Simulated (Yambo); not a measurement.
# NiO (Fm-3m) in Yambo: further runs

One crystal, NiO, is run at these levels: PBE; tasks: energy-loss spectrum.

Program: Yambo 5.3.0. These are calculated values, not measurements. Logs are shortened: lines on timing, memory, paths and dates and some standing lists are left out, and cuts for length are marked.

**The experiment to reproduce.**

“Local correlations, non-local screening, multiplets, and band formation in NiO”, 2012, arxiv:1210.6675 quotes, for a bulk crystal of NiO: band gap 4.3 eV.

The runs below are set against these values where they give the same quantity.

### Step 1. Starting point

Symmetry: Fm-3m, No. 225, cubic system. The conventional cell has a = 4.172 Å, b = 4.172 Å, c = 4.172 Å, α = 90.00°, β = 90.00°, γ = 90.00°. Ni (site symmetry m-3m) is surrounded by 6 O at 2.09 Å. Around O (site symmetry m-3m) lie 6 Ni at 2.09 Å.

### Step 2. Energy-loss spectrum, PBE, collinear spin, ferromagnetic start

Contents of eels4.in:

```
optics
chi
Chimod= "HARTREE"
% BndsRnXd
 1 | 42 |
%
NGsBlkXd= 3 Ry
% LongDrXd
 1 | 1 | 1 |
%
% QpntsRXd
 6 | 6 |
%
% EnRngeXd
 0 | 50 | eV
%
% DmRngeXd
 0.3 | 0.3 | eV
%
ETStpsXd= 250
```

Contents of scf.in:

```
&CONTROL
  calculation = 'scf'
  prefix = 'pwscf'
  outdir = './tmp'
  pseudo_dir = './pseudo'
/
&SYSTEM
  ibrav = 0
  nat = 2
  ntyp = 2
  ecutwfc = 98
  nbnd = 22
  occupations = 'smearing'
  smearing = 'fd'
  degauss = 0.00367493
  nspin = 2
  starting_magnetization(1) = 0.0556
  starting_magnetization(2) = 0
  force_symmorphic = .true.
/
&ELECTRONS
  conv_thr = 4d-10
  electron_maxstep = 120
  mixing_beta = 0.3
/
ATOMIC_SPECIES
Ni    58.6934 Ni.upf
O     15.9990 O.upf
CELL_PARAMETERS angstrom
   0.0000000000    2.0859016414    2.0859016414
   2.0859016414    0.0000000000    2.0859016414
   2.0859016414    2.0859016414    0.0000000000
ATOMIC_POSITIONS crystal
Ni     0.0000000000    0.0000000000    0.0000000000
O      0.5000000000    0.5000000000    0.5000000000
K_POINTS automatic
12 12 12 0 0 0
```

Contents of nscf.in:

```
&CONTROL
  calculation = 'nscf'
  prefix = 'pwscf'
  outdir = './tmp'
  pseudo_dir = './pseudo'
/
&SYSTEM
  ibrav = 0
  nat = 2
  ntyp = 2
  ecutwfc = 98
  nbnd = 42
  occupations = 'smearing'
  smearing = 'fd'
  degauss = 0.00367493
  nspin = 2
  starting_magnetization(1) = 0.0556
  starting_magnetization(2) = 0
  force_symmorphic = .true.
/
&ELECTRONS
  conv_thr = 1d-08
  diago_full_acc = .true.
  diago_thr_init = 1d-06
/
ATOMIC_SPECIES
Ni    58.6934 Ni.upf
O     15.9990 O.upf
CELL_PARAMETERS angstrom
   0.0000000000    2.0859016414    2.0859016414
   2.0859016414    0.0000000000    2.0859016414
   2.0859016414    2.0859016414    0.0000000000
ATOMIC_POSITIONS crystal
Ni     0.0000000000    0.0000000000    0.0000000000
O      0.5000000000    0.5000000000    0.5000000000
K_POINTS automatic
12 12 12 0 0 0
```

Potentials or basis: PseudoDojo 0.4.1 SR PBE standard.

On the command line:

```
OMP_NUM_THREADS=1 pw.x -in scf.in > scf.out
OMP_NUM_THREADS=1 pw.x -in nscf.in > nscf.out
cd tmp/pwscf.save; p2y; mv SAVE ../..; cd ../..
OMP_NUM_THREADS=1 yambo
OMP_NUM_THREADS=1 yambo -F eels4.in -J eels4 -C eels4_out
```

Yambo's report:

```text
[... sections 02.01 to 02.04 as in the set-up run ...]

  [02.05] Energies & Occupations
  ==============================

  [WARNING] Merged spin levels are metallic
  [X] === Spin Independent ===
  [X] Electronic Temperature                        :  0.258606E-1   300.100    [eV K]
  [X] Bosonic    Temperature                        :  0.258606E-1   300.100    [eV K]
  [X] Finite Temperature mode                       : yes
  [X] El. density                                   :  0.13222E+25 [cm-3]
  [X] Fermi Level                                   :  14.68598 [eV]

  [X] === Spin up channel ===
  [X] Conduction Band Min                  [spin UP]:  14.68598 [eV]
  [X] Valence Band Max                     [spin UP]:  14.68598 [eV]
  [X] Filled Bands                         [spin UP]:  11
  [X] Metallic Bands                       [spin UP]:  12  13
  [X] Empty Bands                          [spin UP]:   14   42

  [X] === Spin dn channel ===
  [X] Conduction Band Min                  [spin DN]:  14.68598 [eV]
  [X] Valence Band Max                     [spin DN]:  14.68598 [eV]
  [X] Filled Bands                         [spin DN]:  11
  [X] Metallic Bands                       [spin DN]:  12  13
  [X] Empty Bands                          [spin DN]:   14   42

  [X] === Metallic Characters ===
  [X] N of el / N of met el                [spin UP]:  12.00000   1.10088
  [X] Average metallic occ.                [spin UP]:  0.275221
  [X] N of el / N of met el                [spin DN]:  12.00000   2.20185
  [X] Average metallic occ.                [spin DN]:  0.550461

  [WARNING] [X] Metallic system

  [WARNING] Merged spin levels are metallic

 [03] Transferred momenta grid and indexing
 ==========================================

 IBZ Q-points                                      :   72
 BZ  Q-points                                      :  1728

 K/Q-points units:
 rlu = crystal or reduced units; cc = cartesian coordinates; iku = interal k-units

 Q [ 1]         [rlu]:  0.000000  0.000000  0.000000
 Q [ 2]         [rlu]:  0.37756E-17 -0.31633E-17  0.83333E-01
 Q [ 3]         [rlu]:  0.75513E-17 -0.63265E-17  0.16667
 Q [ 4]         [rlu]:  0.26206E-17  0.26206E-17  0.25000
 Q [ 5]         [rlu]:  0.15103E-16 -0.12653E-16  0.33333
 Q [ 6]         [rlu]:  0.10172E-16  0.10172E-16  0.41667
 Q [ 7]         [rlu]: -0.52412E-17 -0.52412E-17 -0.50000
 Q [ 8]         [rlu]: -0.77161E-17  0.83333E-01  0.83333E-01
 Q [ 9]         [rlu]:  0.20082E-17  0.83333E-01  0.16667
 Q [10]         [rlu]: -0.98613E-17  0.83333E-01  0.25000
 Q [11]         [rlu]:  0.37446E-16  0.83333E-01  0.33333
 Q [12]         [rlu]:  0.80329E-17  0.83333E-01  0.41667
 Q [13]         [rlu]:  0.10695E-16  0.83333E-01  0.50000
 Q [14]         [rlu]:  0.13057E-17  0.83333E-01 -0.41667
 Q [15]         [rlu]:  0.39673E-17  0.83333E-01 -0.33333
[... 33 lines left out ...]
 Q [49]         [rlu]:  0.083333  0.250000  0.333333
 Q [50]         [rlu]:  0.083333  0.250000  0.416667

 Remaining 22 points informations can be written running with -fatlog

 [04] Optics
 ===========

 [WF-X loader] Normalization (few states)  min/max  :  0.14952E-16   1.0000

 [X-CG] R(p) Tot o/o(of R):    99232  1315924      100
```

Run time: 6.4 min. Hardware: 1 thread of Arm Neoverse V2, shared host; peak memory 1.1 GiB.

What came out:

```yaml
Band_gap_on_the_k_mesh_mean-field_level: none (metal or under the smearing width)
Net_moment: 0.00 μB per cell
Peak_of_the_energy-loss_function: 33.3 eV
```

Energy-loss function at q = [0.0, 0.0, 0.41667] (reciprocal lattice):
```json
{"energy (eV)": "0.0", "loss": "0.000"}
{"energy (eV)": "2.2", "loss": "0.027"}
{"energy (eV)": "4.4", "loss": "0.103"}
{"energy (eV)": "6.4", "loss": "0.225"}
{"energy (eV)": "8.6", "loss": "0.259"}
{"energy (eV)": "10.8", "loss": "0.173"}
{"energy (eV)": "13.1", "loss": "0.253"}
{"energy (eV)": "15.3", "loss": "0.311"}
{"energy (eV)": "17.5", "loss": "0.519"}
{"energy (eV)": "19.5", "loss": "0.554"}
{"energy (eV)": "21.7", "loss": "0.652"}
{"energy (eV)": "23.9", "loss": "0.660"}
{"energy (eV)": "26.1", "loss": "0.596"}
{"energy (eV)": "28.3", "loss": "0.499"}
{"energy (eV)": "30.5", "loss": "0.500"}
{"energy (eV)": "32.5", "loss": "0.778"}
{"energy (eV)": "34.7", "loss": "0.602"}
{"energy (eV)": "36.9", "loss": "0.643"}
{"energy (eV)": "39.2", "loss": "0.717"}
{"energy (eV)": "41.4", "loss": "0.651"}
{"energy (eV)": "43.6", "loss": "0.521"}
{"energy (eV)": "45.6", "loss": "0.546"}
{"energy (eV)": "47.8", "loss": "0.541"}
{"energy (eV)": "50.0", "loss": "0.507"}
```

Caveat: the ground state has no gap, which makes the many-body step unreliable; semilocal functionals often make such compounds metallic where correlation or magnetic order opens a gap, which also shifts bond lengths.

### Step 3. Energy-loss spectrum, PBE, collinear spin, ferromagnetic start

Contents of eels5.in:

```
optics
chi
Chimod= "HARTREE"
% BndsRnXd
 1 | 42 |
%
NGsBlkXd= 3 Ry
% LongDrXd
 1 | 1 | 1 |
%
% QpntsRXd
 7 | 7 |
%
% EnRngeXd
 0 | 50 | eV
%
% DmRngeXd
 0.3 | 0.3 | eV
%
ETStpsXd= 250
```

scf.in is that of step 2.

nscf.in is that of step 2.

Potentials or basis: PseudoDojo 0.4.1 SR PBE standard.

On the command line:

```
OMP_NUM_THREADS=1 pw.x -in scf.in > scf.out
OMP_NUM_THREADS=1 pw.x -in nscf.in > nscf.out
cd tmp/pwscf.save; p2y; mv SAVE ../..; cd ../..
OMP_NUM_THREADS=1 yambo
OMP_NUM_THREADS=1 yambo -F eels5.in -J eels5 -C eels5_out
```

Yambo's report:

```text
[... sections 02.01 to 02.04 as in the set-up run ...]

  [02.05] Energies & Occupations
  ==============================

  [WARNING] Merged spin levels are metallic
  [X] === Spin Independent ===
  [X] Electronic Temperature                        :  0.258606E-1   300.100    [eV K]
  [X] Bosonic    Temperature                        :  0.258606E-1   300.100    [eV K]
  [X] Finite Temperature mode                       : yes
  [X] El. density                                   :  0.13222E+25 [cm-3]
  [X] Fermi Level                                   :  14.68598 [eV]

  [X] === Spin up channel ===
  [X] Conduction Band Min                  [spin UP]:  14.68598 [eV]
  [X] Valence Band Max                     [spin UP]:  14.68598 [eV]
  [X] Filled Bands                         [spin UP]:  11
  [X] Metallic Bands                       [spin UP]:  12  13
  [X] Empty Bands                          [spin UP]:   14   42

  [X] === Spin dn channel ===
  [X] Conduction Band Min                  [spin DN]:  14.68598 [eV]
  [X] Valence Band Max                     [spin DN]:  14.68598 [eV]
  [X] Filled Bands                         [spin DN]:  11
  [X] Metallic Bands                       [spin DN]:  12  13
  [X] Empty Bands                          [spin DN]:   14   42

  [X] === Metallic Characters ===
  [X] N of el / N of met el                [spin UP]:  12.00000   1.10088
  [X] Average metallic occ.                [spin UP]:  0.275221
  [X] N of el / N of met el                [spin DN]:  12.00000   2.20185
  [X] Average metallic occ.                [spin DN]:  0.550461

  [WARNING] [X] Metallic system

  [WARNING] Merged spin levels are metallic

 [03] Transferred momenta grid and indexing
 ==========================================

 IBZ Q-points                                      :   72
 BZ  Q-points                                      :  1728

 K/Q-points units:
 rlu = crystal or reduced units; cc = cartesian coordinates; iku = interal k-units

 Q [ 1]         [rlu]:  0.000000  0.000000  0.000000
 Q [ 2]         [rlu]:  0.37756E-17 -0.31633E-17  0.83333E-01
 Q [ 3]         [rlu]:  0.75513E-17 -0.63265E-17  0.16667
 Q [ 4]         [rlu]:  0.26206E-17  0.26206E-17  0.25000
 Q [ 5]         [rlu]:  0.15103E-16 -0.12653E-16  0.33333
 Q [ 6]         [rlu]:  0.10172E-16  0.10172E-16  0.41667
 Q [ 7]         [rlu]: -0.52412E-17 -0.52412E-17 -0.50000
 Q [ 8]         [rlu]: -0.77161E-17  0.83333E-01  0.83333E-01
 Q [ 9]         [rlu]:  0.20082E-17  0.83333E-01  0.16667
 Q [10]         [rlu]: -0.98613E-17  0.83333E-01  0.25000
 Q [11]         [rlu]:  0.37446E-16  0.83333E-01  0.33333
 Q [12]         [rlu]:  0.80329E-17  0.83333E-01  0.41667
 Q [13]         [rlu]:  0.10695E-16  0.83333E-01  0.50000
 Q [14]         [rlu]:  0.13057E-17  0.83333E-01 -0.41667
 Q [15]         [rlu]:  0.39673E-17  0.83333E-01 -0.33333
[... 33 lines left out ...]
 Q [49]         [rlu]:  0.083333  0.250000  0.333333
 Q [50]         [rlu]:  0.083333  0.250000  0.416667

 Remaining 22 points informations can be written running with -fatlog

 [04] Optics
 ===========

 [WF-X loader] Normalization (few states)  min/max  :  0.14952E-16   1.0000

 [X-CG] R(p) Tot o/o(of R):    55462  1315924      100
```

Wall time 6.2 min (1 thread of Arm Neoverse V2, shared host); peak memory 1.1 GiB.

What came out:

```
Band gap on the k mesh, mean-field level : none (metal or under the smearing width)
Net moment                               : 0.00 μB per cell
Peak of the energy-loss function         : 38.6 eV
```

Energy-loss function at q = [0.0, 0.0, -0.5] (reciprocal lattice):
```
energy (eV)   loss
        0.0  0.000
        2.2  0.022
        4.4  0.057
        6.4  0.200
        8.6  0.295
       10.8  0.151
       13.1  0.233
       15.3  0.267
       17.5  0.472
       19.5  0.468
       21.7  0.559
       23.9  0.587
       26.1  0.516
       28.3  0.486
       30.5  0.477
       32.5  0.659
       34.7  0.602
       36.9  0.665
       39.2  0.693
       41.4  0.613
       43.6  0.498
       45.6  0.521
       47.8  0.530
       50.0  0.529
```

Caveat: the ground state has no gap, which makes the many-body step unreliable; semilocal functionals often make such compounds metallic where correlation or magnetic order opens a gap, which also shifts bond lengths.

### Step 4. Energy-loss spectrum, PBE, collinear spin, ferromagnetic start

Contents of eels6.in:

```
optics
chi
Chimod= "HARTREE"
% BndsRnXd
 1 | 42 |
%
NGsBlkXd= 3 Ry
% LongDrXd
 1 | 1 | 1 |
%
% QpntsRXd
 8 | 8 |
%
% EnRngeXd
 0 | 50 | eV
%
% DmRngeXd
 0.3 | 0.3 | eV
%
ETStpsXd= 250
```

scf.in is that of step 3.

nscf.in is that of step 3.

Potentials or basis: PseudoDojo 0.4.1 SR PBE standard.

On the command line:

```
OMP_NUM_THREADS=1 pw.x -in scf.in > scf.out
OMP_NUM_THREADS=1 pw.x -in nscf.in > nscf.out
cd tmp/pwscf.save; p2y; mv SAVE ../..; cd ../..
OMP_NUM_THREADS=1 yambo
OMP_NUM_THREADS=1 yambo -F eels6.in -J eels6 -C eels6_out
```

Yambo's report:

```text
[... sections 02.01 to 02.04 as in the set-up run ...]

  [02.05] Energies & Occupations
  ==============================

  [WARNING] Merged spin levels are metallic
  [X] === Spin Independent ===
  [X] Electronic Temperature                        :  0.258606E-1   300.100    [eV K]
  [X] Bosonic    Temperature                        :  0.258606E-1   300.100    [eV K]
  [X] Finite Temperature mode                       : yes
  [X] El. density                                   :  0.13222E+25 [cm-3]
  [X] Fermi Level                                   :  14.68598 [eV]

  [X] === Spin up channel ===
  [X] Conduction Band Min                  [spin UP]:  14.68598 [eV]
  [X] Valence Band Max                     [spin UP]:  14.68598 [eV]
  [X] Filled Bands                         [spin UP]:  11
  [X] Metallic Bands                       [spin UP]:  12  13
  [X] Empty Bands                          [spin UP]:   14   42

  [X] === Spin dn channel ===
  [X] Conduction Band Min                  [spin DN]:  14.68598 [eV]
  [X] Valence Band Max                     [spin DN]:  14.68598 [eV]
  [X] Filled Bands                         [spin DN]:  11
  [X] Metallic Bands                       [spin DN]:  12  13
  [X] Empty Bands                          [spin DN]:   14   42

  [X] === Metallic Characters ===
  [X] N of el / N of met el                [spin UP]:  12.00000   1.10088
  [X] Average metallic occ.                [spin UP]:  0.275221
  [X] N of el / N of met el                [spin DN]:  12.00000   2.20185
  [X] Average metallic occ.                [spin DN]:  0.550461

  [WARNING] [X] Metallic system

  [WARNING] Merged spin levels are metallic

 [03] Transferred momenta grid and indexing
 ==========================================

 IBZ Q-points                                      :   72
 BZ  Q-points                                      :  1728

 K/Q-points units:
 rlu = crystal or reduced units; cc = cartesian coordinates; iku = interal k-units

 Q [ 1]         [rlu]:  0.000000  0.000000  0.000000
 Q [ 2]         [rlu]:  0.37756E-17 -0.31633E-17  0.83333E-01
 Q [ 3]         [rlu]:  0.75513E-17 -0.63265E-17  0.16667
 Q [ 4]         [rlu]:  0.26206E-17  0.26206E-17  0.25000
 Q [ 5]         [rlu]:  0.15103E-16 -0.12653E-16  0.33333
 Q [ 6]         [rlu]:  0.10172E-16  0.10172E-16  0.41667
 Q [ 7]         [rlu]: -0.52412E-17 -0.52412E-17 -0.50000
 Q [ 8]         [rlu]: -0.77161E-17  0.83333E-01  0.83333E-01
 Q [ 9]         [rlu]:  0.20082E-17  0.83333E-01  0.16667
 Q [10]         [rlu]: -0.98613E-17  0.83333E-01  0.25000
 Q [11]         [rlu]:  0.37446E-16  0.83333E-01  0.33333
 Q [12]         [rlu]:  0.80329E-17  0.83333E-01  0.41667
 Q [13]         [rlu]:  0.10695E-16  0.83333E-01  0.50000
 Q [14]         [rlu]:  0.13057E-17  0.83333E-01 -0.41667
 Q [15]         [rlu]:  0.39673E-17  0.83333E-01 -0.33333
[... 33 lines left out ...]
 Q [49]         [rlu]:  0.083333  0.250000  0.333333
 Q [50]         [rlu]:  0.083333  0.250000  0.416667

 Remaining 22 points informations can be written running with -fatlog

 [04] Optics
 ===========

 [WF-X loader] Normalization (few states)  min/max  :  0.14952E-16   1.0000

 [X-CG] R(p) Tot o/o(of R):    83627  1315608      100
```

Wall time 6.3 min (1 thread of Arm Neoverse V2, shared host); peak memory 1.1 GiB.

Results:

| Item | Value |
| --- | --- |
| Band gap on the k mesh, mean-field level | none (metal or under the smearing width) |
| Net moment | 0.00 μB per cell |
| Peak of the energy-loss function | 23.7 eV |

Energy-loss function at q = [0.0, 0.083333, 0.083333] (reciprocal lattice):
```csv
energy (eV),loss
0.0,0.000
2.2,0.044
4.4,0.292
6.4,0.264
8.6,0.373
10.8,0.162
13.1,0.366
15.3,0.337
17.5,0.410
19.5,0.893
21.7,0.900
23.9,1.247
26.1,0.817
28.3,0.510
30.5,0.634
32.5,0.868
34.7,0.536
36.9,0.609
39.2,0.689
41.4,0.676
43.6,0.572
45.6,0.500
47.8,0.572
50.0,0.484
```

Caveat: the ground state has no gap, which makes the many-body step unreliable; semilocal functionals often make such compounds metallic where correlation or magnetic order opens a gap, which also shifts bond lengths.

### Step 5. Comparison with measurements

Step 2. Against the measured gap of NiO, 4.3 eV (quoted in “Local correlations, non-local screening, multiplets, and band formation in NiO”, 2012, arxiv:1210.6675), the calculated 0.00 eV is off by -4.30 eV. So large a miss can be the level of theory's own, or it may mean another phase, state or a wrong row. The value is that of PBE on a finite k mesh, which can miss the band edges, without temperature or zero-point motion. Semilocal functionals fall short of measured gaps as a rule.

Step 3. Measured gap of NiO: 4.3 eV (quoted in “Local correlations, non-local screening, multiplets, and band formation in NiO”, 2012, arxiv:1210.6675). This calculation gives 0.00 eV (-4.30 eV). So large a miss can be the level of theory's own, or it may mean another phase, state or a wrong row. The value is that of PBE on a finite k mesh, which can miss the band edges, without temperature or zero-point motion. Semilocal functionals fall short of measured gaps as a rule.

Step 4. Against the measured gap of NiO, 4.3 eV (quoted in “Local correlations, non-local screening, multiplets, and band formation in NiO”, 2012, arxiv:1210.6675), the calculated 0.00 eV is off by -4.30 eV. So large a miss can be the level of theory's own, or it may mean another phase, state or a wrong row. The value is that of PBE on a finite k mesh, which can miss the band edges, without temperature or zero-point motion. Semilocal functionals fall short of measured gaps as a rule.
